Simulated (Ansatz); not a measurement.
Task: Fermi-surface readings of AlRh, space group Pm-3m, with Ansatz 0.2.0 through its Python package. Give the script and its output. Use: r2SCAN, norm-conserving potentials, the default cutoff (1197 eV here), 6×6×6 k-points, Methfessel-Paxton smearing of 0.02 eV, D3BJ dispersion.

```
CELL_PARAMETERS angstrom
2.97732 0.00000 0.00000
0.00000 2.97732 0.00000
0.00000 0.00000 2.97732
ATOMIC_POSITIONS crystal
Al 0.00000 0.00000 0.00000
Rh 0.50000 0.50000 0.50000
```

`fermi.py`:
```python
'''Fermi surface readings for AlRh.'''

import ansatz as az

lattice = az.Lattice.of(
    (2.977322, 0.0, 0.0),
    (0.0, 2.977322, 0.0),
    (0.0, 0.0, 2.977322),
)
sites = [
    ('Al', (0.0, 0.0, 0.0)),
    ('Rh', (0.5, 0.5, 0.5)),
]
cell = az.Crystal(lattice=lattice)
for symbol, position in sites:
    cell = cell.atom(symbol, position)

model = (
    cell.calculation()
    .occupations(az.OccupationsMethod.METHFESSEL_PAXTON, width=0.02)
    .functional('r2SCAN', dispersion='d3bj')
    .pseudopotentials('nc')
    .kpoints(6, 6, 6)
    .scf(tolerance=1e-07)
    .eigensolver('davidson', mixed_precision=False)
    .mixing('broyden', beta=0.5)
    .eigenstates(nscf_kmesh=(10, 10, 10), level_slopes=True)
)
surface = model.run().fermi_surface().to_plain()
for way, reading in surface.items():
    if reading:
        rho_lambda = [f'{v:.3e}' for v in reading['resistivity_times_mean_free_path_ohm_m2']]
        print(f'{way:24s} area {reading["spin_summed_area_per_ang2"]:8.3f} 1/A^2  rho*lambda (ohm m^2) {rho_lambda}')
```

Output of `python fermi.py`:
```text
DeckWarning: basis.ecutwfc = 1197.300995 eV, auto-derived from the records' recommended cutoffs: set by Rh (normal level)
DeckWarning: the engine holds no damping parameters fitted to this dispersion correction and functional, so the run takes those fitted to r2scan beside the three-body term, which d3bj leaves out (hamiltonian.dispersion, under Limitations)
by_tetrahedra            area   18.236 1/A^2  rho*lambda (ohm m^2) ['1.676e-15', '1.676e-15', '1.676e-15']
by_slopes                area   15.901 1/A^2  rho*lambda (ohm m^2) ['1.923e-15', '1.923e-15', '1.923e-15']
on_every_second_point    area   13.693 1/A^2  rho*lambda (ohm m^2) ['2.233e-15', '2.233e-15', '2.233e-15']
```
(Warnings from the package without file and line.)

Reading the output:
- These settings explore the input space; cutoff and mesh may be short of convergence.
- Spin is left out of this run.
- The dispersion term runs with damping parameters of another functional.
- Such functionals run on norm-conserving files made under PBE, which can move pressures by some GPa.
- Dispersion corrections can be off by several per cent in the lattices of metals, and by several GPa in the pressure at a fixed cell.
- For a metal this k-point mesh is coarse: on a finer one energies can move by several to tens of meV an atom and pressures by half a GPa or more, differences at one mesh by less.
- The structure comes from a database of computed cells and needn't be a stable or known phase.
- The three readings differ by the mesh error.
- Hardware and time: 10 s on 1 thread of Arm Neoverse V1, with other jobs on the host, peak memory 0.35 GiB.

(Lines on the test bed's own set-up are left out of the output.)
